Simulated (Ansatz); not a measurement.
**C₄H₁₀BN: one species, many methods**

An exercise on one series of results from a longer session: the logs are not shown, and one member is left open.

Method: functionals in def2-TZVPP, the program's frozen cores in correlated methods; program: Ansatz 0.2.0, Gaussian basis.

Levels to be run: LDA (SPW92), PBE-D4, revPBE-D4, BLYP-D4, r2SCAN-D4, B97M-V, PBE0-D4, B3LYP-D4, r2SCANh-D4, r2SCAN0-D4, HSE06-D4, BHLYP-D4, CAM-B3LYP-D4, LC-ωPBE, ωB97X-V, ωB97M-V, B2PLYP, PBE-QIDH; CCSD(T)/def2-SVP; CCSD(T)/def2-TZVPP; MP2/def2-QZVPP; extrapolation to the limit; RPA on PBE.

### Structure used throughout

All runs share one geometry, relaxed beforehand with PBE0-D4 in a triple-zeta def2 set.

SMILES `BN(C)CC=C`, 16 atoms, charge 0, spin multiplicity 1.

Atoms are counted from 1 here; the program's logs count them from 0.

Bond lengths: B1–N2 1.386 Å, B1–H7 1.197 Å, B1–H8 1.198 Å, N2–C3 1.449 Å, N2–C4 1.447 Å, C3–H9 1.088 Å, C3–H10 1.096 Å, C3–H11 1.094 Å, C4–C5 1.500 Å, C4–H12 1.099 Å, C4–H13 1.094 Å, C5–C6 1.324 Å, C5–H14 1.088 Å, C6–H15 1.083 Å, C6–H16 1.085 Å. Angles: N2–B1–H7 119.1°, N2–B1–H8 118.8°, H7–B1–H8 122.2°, B1–N2–C3 123.4°, B1–N2–C4 122.6°, C3–N2–C4 113.9°, N2–C3–H9 109.5°, N2–C3–H10 110.6°, N2–C3–H11 111.2°, H9–C3–H10 108.7°, H9–C3–H11 108.9°, H10–C3–H11 107.8°, N2–C4–C5 115.0°, N2–C4–H12 109.3°, N2–C4–H13 108.5°, C5–C4–H12 108.8°, C5–C4–H13 108.7°, H12–C4–H13 106.2° and more.

Set-up of the first run:

Input file in.yaml:

```yaml
crystal:
  periodic: [false, false, false]
  atoms:
    - {symbol: B, position_ang: [-0.497766, -1.235258, -1.461923]}
    - {symbol: N, position_ang: [0.307044, -0.515085, -0.593756]}
    - {symbol: C, position_ang: [1.208726, -1.133022, 0.356942]}
    - {symbol: C, position_ang: [0.314553, 0.931405, -0.555680]}
    - {symbol: C, position_ang: [-0.445314, 1.539237, 0.585768]}
    - {symbol: C, position_ang: [-1.279810, 0.897474, 1.388271]}
    - {symbol: H, position_ang: [-0.467799, -2.431818, -1.425236]}
    - {symbol: H, position_ang: [-1.198609, -0.638352, -2.227901]}
    - {symbol: H, position_ang: [1.110542, -2.215578, 0.300541]}
    - {symbol: H, position_ang: [2.247196, -0.862229, 0.135058]}
    - {symbol: H, position_ang: [0.988892, -0.809681, 1.378315]}
    - {symbol: H, position_ang: [1.353077, 1.287873, -0.519018]}
    - {symbol: H, position_ang: [-0.103998, 1.305812, -1.494914]}
    - {symbol: H, position_ang: [-0.284259, 2.606545, 0.722015]}
    - {symbol: H, position_ang: [-1.807184, 1.415214, 2.180081]}
    - {symbol: H, position_ang: [-1.468292, -0.165037, 1.275937]}
basis:
  gaussian: {orbitals: def2-TZVPP}
hamiltonian: {xc: lda}
output: {orbitals: {seedname: orbitals}}
```

The run is started by

```sh
ansatz run in.yaml --threads 4 --pin off --events-out ev --progress --plain --max-ram 11315MiB
```

Steps of the session up to this table: LDA; PBE-D4 (GGA); revPBE-D4 (GGA); BLYP-D4 (GGA); r2SCAN-D4 (meta-GGA); B97M-V (meta-GGA); PBE0-D4 (hybrid); B3LYP-D4 (hybrid); r2SCANh-D4 (hybrid); r2SCAN0-D4 (hybrid); HSE06-D4 (hybrid); BHLYP-D4 (hybrid); CAM-B3LYP-D4 (range-separated); LC-ωPBE (range-separated); ωB97X-V (range-separated); ωB97M-V (range-separated); B2PLYP (double hybrid); PBE-QIDH (double hybrid).

One of the session's tables, all rows but one given; the rest of the session is left out.

It belongs to the step «Orbital energies across the functionals». 

| functional | HOMO (eV) | gap (eV) |
| --- | --- | --- |
| LDA (SPW92) | -6.44 | 5.30 |
| PBE-D4 | -6.28 | 5.38 |
| revPBE-D4 | -6.22 | 5.42 |
| BLYP-D4 | -6.14 | 5.37 |
| r2SCAN-D4 | ? | ? |
| B97M-V | -6.57 | 5.90 |
| PBE0-D4 | -7.48 | 7.55 |
| B3LYP-D4 | -7.26 | 7.09 |
| r2SCANh-D4 | -6.93 | 6.68 |
| r2SCAN0-D4 | -7.62 | 7.89 |
| HSE06-D4 | -7.08 | 6.77 |
| BHLYP-D4 | -8.51 | 9.47 |
| CAM-B3LYP-D4 | -8.83 | 9.90 |
| LC-ωPBE | -10.22 | 12.46 |
| ωB97X-V | -9.84 | 11.94 |
| ωB97M-V | -9.77 | 11.58 |

Q: Estimate the row for r2SCAN-D4 from the others.

Worked estimate for «HOMO (eV)». Against the share of exact exchange, r2SCANh-D4 (0.1, -6.93), r2SCAN0-D4 (0.25, -7.62) give a slope of -4.60 per unit share; at 0 the line stands at -6.47.

**Answer.** HOMO (eV): -6.47; gap (eV): 5.85. In «HOMO (eV)» the line misses by 0.00.
